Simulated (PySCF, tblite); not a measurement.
**C2H4F4OSi: geometry, infrared bands and NMR shifts**

Aim: predict the infrared bands and NMR shifts of C2H4F4OSi (`CO[Si@@H](F)C(F)(F)F`).

Programs: tblite 0.8.0 and PySCF 2.14.0, with density-fitted response routines of our own. Each step states its level of theory. These are calculated values for one molecule in the gas phase, unless marked as measured. Atoms are numbered from 0 throughout.

## 1. The starting structure

12 atoms, charge 0, multiplicity 1; geometry from: force field or distance geometry start.

Bonds of the start (Å): C0–O1 1.40, O1–Si2 1.69, Si2–F3 1.63, Si2–C4 1.84, C4–F5 1.36, C4–F6 1.36, C4–F7 1.36, C0–H8 1.09, C0–H9 1.10, C0–H10 1.10, Si2–H11 1.49.

## 2. Optimising the geometry with GFN2-xTB

The job: settings as JSON, then the geometry in Å.

```
{"job": {"kind": "relax", "xc": "GFN2-xTB", "basis": "xTB"}, "charge": 0, "multiplicity": 1}
C     -1.880400     0.299100    -0.198700
O     -1.112500    -0.828900     0.131900
Si     0.520400    -0.835700    -0.298800
F      0.533900    -0.500500    -1.889200
C      1.601400     0.335000     0.617900
F      1.182600     1.624900     0.478800
F      2.889200     0.294700     0.170900
F      1.638000     0.074800     1.947600
H     -1.925600     0.444300    -1.282100
H     -1.515900     1.205100     0.297300
H     -2.912900     0.127300     0.155300
H      0.983000    -2.240900    -0.156900
```

The run is started by

```
$ OMP_NUM_THREADS=1 python probes_run.py task.json out
```

One launch serves the whole session: the jobs run in the order shown.

**Question.** This job is followed by: GFN2-xTB harmonic vibrations, gas phase; GIAO PBE0/pcSseg-1 NMR shielding, non-relativistic, gas phase. What will the session give for the following? strongest single infrared mode (GFN2-xTB); zero-point energy (GFN2-xTB); 13C shifts against TMS (PBE0/pcSseg-1); 1H shifts against TMS (PBE0/pcSseg-1, means over atoms taken as alike); 17O shifts against H2O (PBE0/pcSseg-1); 29Si shifts against TMS (PBE0/pcSseg-1); 19F shifts against CFCl3 (PBE0/pcSseg-1, means over atoms taken as alike).

**Answer**, as computed:

| quantity | value |
| --- | --- |
| strongest single infrared mode (GFN2-xTB) | 1207 cm⁻¹, 292 km/mol |
| zero-point energy (GFN2-xTB) | 41.1 kcal/mol |
| 13C shifts against TMS (PBE0/pcSseg-1) | 135.2, 55.7 ppm |
| 1H shifts against TMS (PBE0/pcSseg-1, means over atoms taken as alike) | 4.36, 4.22 ppm |
| 17O shifts against H2O (PBE0/pcSseg-1) | 33.1 ppm |
| 29Si shifts against TMS (PBE0/pcSseg-1) | -52.0 ppm |
| 19F shifts against CFCl3 (PBE0/pcSseg-1, means over atoms taken as alike) | -79.2, -167.0 ppm |

The optimisation took 63 steps and gained 0.444 eV; among the close pairs (by a distance rule), Si2–C4 changed most, from 1.838 to 1.951 Å. All 30 modes are real, so the xTB geometry is a minimum. The strongest single mode, at 1207 cm⁻¹, moves mainly O1. Unscaled tight-binding wavenumbers are off by several per cent, some by more. Its intensities can rank the bands wrongly. At PBE0/pcSseg-1: The widest tensor belongs to F5, F6, F7: span 190 ppm, with a paramagnetic part of -224 ppm.
